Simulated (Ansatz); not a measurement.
# triplet C2H2Cl2Sn: levels of theory compared

Wanted: a comparison of 6 runs (UHF/3-21G, UHF/def2-SVP, U-revPBE/def2-SVP, U-wB97M-V/def2-SVP, UB2PLYP/def2-SVP, UCCSD/def2-SVP) of triplet C2H2Cl2Sn. 

Program for the calculation: Ansatz 0.2.0.

49 further runs of the same task are left out: 7 that didn't finish, 42 set aside as unsound or not needed.

### 1 Starting point

C2H2Cl2Sn: 7 atoms, total charge 0, spin state triplet. SMILES of the parent species: `C#[C][SnH]([Cl])[Cl]`. The shape is that of a PBE0-D4/def2-TZVP optimisation. That shape belongs to the parent species and isn't relaxed for this state.

Bond lengths: C1–C2 1.205 Å, C2–Sn3 2.058 Å, Sn3–Cl4 2.309 Å, Sn3–Cl5 2.309 Å, C1–H6 1.067 Å, Sn3–H7 1.691 Å. Angles: C1–C2–Sn3 179.2°, C2–Sn3–Cl4 107.9°, C2–Sn3–Cl5 107.9°, Cl4–Sn3–Cl5 106.8°, C2–C1–H6 179.7°, C2–Sn3–H7 115.3°, Cl4–Sn3–H7 109.3°, Cl5–Sn3–H7 109.3°.

### 2 The energy at UHF/3-21G (run 1)

Input file input.yaml:

```yaml
crystal:
  periodic: [false, false, false]
  atoms:
    - symbol: C
      position_ang: [-1.668000, 1.349700, 0.386500]
    - symbol: C
      position_ang: [-0.744900, 0.592400, 0.224500]
    - symbol: Sn
      position_ang: [0.833800, -0.704500, -0.025300]
    - symbol: Cl
      position_ang: [0.163900, -2.365900, -1.482000]
    - symbol: Cl
      position_ang: [2.540200, 0.448400, -1.069500]
    - symbol: H
      position_ang: [-2.485300, 2.020900, 0.525300]
    - symbol: H
      position_ang: [1.421600, -1.409000, 1.394900]
basis:
  gaussian:
    orbitals: 3-21G-spherical.json
magnetization:
  spin_polarized: true
  initial_magnetization: 2
hamiltonian:
  xc: hf
accuracy: high
output: {orbitals: {seedname: orbitals}}
```

The basis set 3-21G is read from a file made from the Basis Set Exchange's data (not shown).

The run is started by

```console
$ ansatz run input.yaml --threads 1 --pin off --max-ram 3480MiB --events-out events.jsonl --progress --plain --runs-dir runs
```

The program printed:

```text
Warning: RAYON_NUM_THREADS=1 ignored (pool sized by the plan → 1); use --threads N
Functional definition: HF
  name "HF"
  exchange = exact_x
  correlation = 0
1716 factors; integrals over basis functions are off by at most 1.6e-8 eV
mean field evaluation 1: about -190127.3868 eV, gradient 1.6e1 eV
mean field evaluation 2: about -190127.7296 eV, gradient 1.6e1 eV
mean field evaluation 4: about -190131.1343 eV, gradient 3.5e0 eV
mean field evaluation 8: about -190132.0206 eV, gradient 3.5e-1 eV
mean field evaluation 16: about -190132.0439 eV, gradient 1.5e-2 eV
mean field evaluation 32: about -190132.0489 eV, gradient 2.1e-2 eV
mean field evaluation 64: about -190132.0886 eV, gradient 3.5e-2 eV
mean field evaluation 96: about -190132.0882 eV, gradient 3.6e-2 eV
mean field evaluation 128: about -190131.5362 eV, gradient 1.2e0 eV
mean field evaluation 160: about -190127.2040 eV, gradient 1.2e1 eV
mean field evaluation 192: about -190127.1790 eV, gradient 1.5e1 eV
mean field evaluation 224: about -190129.8109 eV, gradient 6.2e0 eV
mean field evaluation 256: about -190128.1872 eV, gradient 1.1e1 eV
mean field evaluation 288: about -190132.0420 eV, gradient 2.6e-1 eV
mean field evaluation 320: about -190114.8324 eV, gradient 2.3e1 eV
mean field -190132.10242570 eV, -6987.2258879766 hartree, gradient 1.6e-8 eV, S^2 2.016883; 3 other end points of the search recorded, 0 dependent functions left out
reference -190132.10242570 eV, -6987.2258879766 hartree; 50, 48 occupied and 29, 31 virtual orbitals, 1716 factors
Total energy: -190132.10242570 eV, -6987.2258879766 hartree
```

Run time: 36 s. Hardware: 1 thread of Arm Neoverse V1, shared host; peak memory 0.58 GiB.

### 3 A single-point energy at UHF/def2-SVP (core potential) (run 2)

Input file in.yaml:

```yaml
crystal:
  periodic: [false, false, false]
  atoms:
    - {symbol: C, position_ang: [-1.668000, 1.349700, 0.386500]}
    - {symbol: C, position_ang: [-0.744900, 0.592400, 0.224500]}
    - {symbol: Sn, position_ang: [0.833800, -0.704500, -0.025300]}
    - {symbol: Cl, position_ang: [0.163900, -2.365900, -1.482000]}
    - {symbol: Cl, position_ang: [2.540200, 0.448400, -1.069500]}
    - {symbol: H, position_ang: [-2.485300, 2.020900, 0.525300]}
    - {symbol: H, position_ang: [1.421600, -1.409000, 1.394900]}
basis:
  gaussian:
    orbitals: def2-SVP
output: {orbitals: {seedname: orbitals}}
hamiltonian:
  xc: hf
accuracy: high
magnetization:
  spin_polarized: true
  initial_magnetization: 2
```

The run is started by

```console
$ ansatz run in.yaml --threads 1 --pin off --max-ram 3480MiB --events-out events.jsonl --progress --plain --runs-dir runs
```

The program printed, cut to the lines that bear on the results:

```text
Warning: RAYON_NUM_THREADS=1 ignored (pool sized by the plan → 1); use --threads N
[... 2 set-up lines as earlier in the session ...]
[...]
2157 factors; integrals over basis functions are off by at most 3.3e-8 eV
[...]
mean field -32891.83017509 eV, -1208.7524640511 hartree, gradient 1.6e-8 eV, S^2 2.018077; 3 other end points of the search recorded, 0 dependent functions left out
reference -32891.83017509 eV, -1208.7524640511 hartree; 36, 34 occupied and 64, 66 virtual orbitals, 2157 factors
Total energy: -32891.83017509 eV, -1208.7524640511 hartree
```

Wall time 55 s (1 thread of Arm Neoverse V1, shared host); peak memory 0.65 GiB.

Run 3 isn't shown in full; the table further down has it.

### 4 A single-point energy at U-wB97M-V/def2-SVP (core potential) (run 4)

Input file molecule.yaml:

```yaml
crystal:
  periodic: [false, false, false]
  atoms:
    - {symbol: C, position_ang: [-1.668000, 1.349700, 0.386500]}
    - {symbol: C, position_ang: [-0.744900, 0.592400, 0.224500]}
    - {symbol: Sn, position_ang: [0.833800, -0.704500, -0.025300]}
    - {symbol: Cl, position_ang: [0.163900, -2.365900, -1.482000]}
    - {symbol: Cl, position_ang: [2.540200, 0.448400, -1.069500]}
    - {symbol: H, position_ang: [-2.485300, 2.020900, 0.525300]}
    - {symbol: H, position_ang: [1.421600, -1.409000, 1.394900]}
basis:
  gaussian: {orbitals: def2-SVP}
magnetization: {spin_polarized: true, initial_magnetization: 2}
hamiltonian: {xc: {name: wB97M-V}}
accuracy: high
output: {orbitals: {seedname: orbitals}}
```

The run is started by

```console
$ ansatz run molecule.yaml --threads 1 --pin off --max-ram 3480MiB --events-out events.jsonl --progress --plain --runs-dir runs
```

The program printed, cut to the lines that bear on the results:

```text
Warning: RAYON_NUM_THREADS=1 ignored (pool sized by the plan → 1); use --threads N
Functional definition: wB97M-V
  name "wB97M-V"
[...]
  gx(w, u) = 1 - cx + cx01*u + cx10*w
  gss(w, u) = css00 + css04*u^4 + css10*w + css20*w^2 + css43*w^4*u^3
  gos(w, u) = cos00 + cos10*w + (cos20 + cos21*u)*w^2 + (cos60 + cos61*u)*w^6
[...]
      + integral(e_c_pw_mod_opposite_spin*gos(b97_w_opposite, b97_u_opposite)) + vv10(b, c)
2157 factors; integrals over basis functions are off by at most 3.3e-8 eV
418 factors; integrals over basis functions are off by at most 1.9e-9 eV
[...]
mean field -32965.21971530 eV, -1211.4494799090 hartree, gradient 1.6e-8 eV, S^2 2.004506; 4 other end points of the search recorded, 0 dependent functions left out
reference -32965.21972009 eV, -1211.4494800848 hartree; 36, 34 occupied and 64, 66 virtual orbitals, 2157 factors
Total energy: -32965.21972009 eV, -1211.4494800848 hartree
```

It took 6.1 min on 1 thread of Arm Neoverse V1, shared host; peak memory 1.4 GiB.

Run 5 isn't shown in full; the table further down has it.

### 5 The energy at UCCSD/def2-SVP (core potential) (run 6)

Input file in.yaml:

```yaml
crystal:
  periodic: [false, false, false]
  atoms:
    - symbol: C
      position_ang: [-1.668000, 1.349700, 0.386500]
    - symbol: C
      position_ang: [-0.744900, 0.592400, 0.224500]
    - symbol: Sn
      position_ang: [0.833800, -0.704500, -0.025300]
    - symbol: Cl
      position_ang: [0.163900, -2.365900, -1.482000]
    - symbol: Cl
      position_ang: [2.540200, 0.448400, -1.069500]
    - symbol: H
      position_ang: [-2.485300, 2.020900, 0.525300]
    - symbol: H
      position_ang: [1.421600, -1.409000, 1.394900]
basis:
  gaussian:
    orbitals: def2-SVP
correlation:
  method: ccsd
  frozen_orbitals: {C: 1, Cl: 5, H: 0, Sn: 4}
accuracy: high
scf:
  omitted_lower_state_checks: [cluster_reference, increment]
magnetization:
  spin_polarized: true
  initial_magnetization: 2
```

The run is started by

```console
$ ansatz run in.yaml --threads 1 --pin off --max-ram 3480MiB --events-out events.jsonl --progress --plain --runs-dir runs
```

The program printed:

```text
Warning: RAYON_NUM_THREADS=1 ignored (pool sized by the plan → 1); use --threads N
[... 19 lines left out ...]
16 core orbitals not correlated: weight in the atoms' cores, before any rotation towards them, 1.000 or more for the frozen orbitals, at most 0.000 for the correlated occupied ones
[... 42 lines left out ...]
Total energy: -32908.67343136 eV, -1209.3714423025 hartree
Checks for a lower state left out: cluster_reference, increment
```

Run time: 4.4 min. Hardware: 1 thread of Arm Neoverse V1, shared host; peak memory 1.4 GiB.

### 6 Overview of the runs

```csv
run,level,core potential,frozen core orbitals,energy (Eh),HOMO energy (eV),LUMO energy (eV),⟨S²⟩,wall time
1,UHF/3-21G,none,–,-6987.225888,-6.83,-0.69,2.017,36 s
2,UHF/def2-SVP (core potential),def2-SVP,–,-1208.752464,-6.66,-0.32,2.018,55 s
3,U-revPBE/def2-SVP (core potential),def2-SVP,–,-1211.428513,-2.68,–,2.005,1.7 min
4,U-wB97M-V/def2-SVP (core potential),def2-SVP,–,-1211.449480,-5.65,-3.54,2.005,6.1 min
5,UB2PLYP/def2-SVP (core potential),def2-SVP,16,-1210.912205,-4.74,-3.74,2.009,92 s
6,UCCSD/def2-SVP (core potential),def2-SVP,16,-1209.371442,–,–,2.018,4.4 min
```

### 7 What came out

| quantity | value |
| --- | --- |
| run 6: total energy | -1209.37144 Eh |
| run 6: correlation energy (16 core orbitals frozen) | -619.0 mEh |
| run 6: ⟨S²⟩ of the reference determinant | 2.018 |
| run 6: T1 diagnostic | 0.012 |

In words: Totals of different functionals can't be ranked against each other. Some runs of one species differ in core potentials or relativity; totals across that change don't compare. In run 1 relativity is left out where basis or elements ask for it. All runs together took 15 min, the longest 6.1 min.
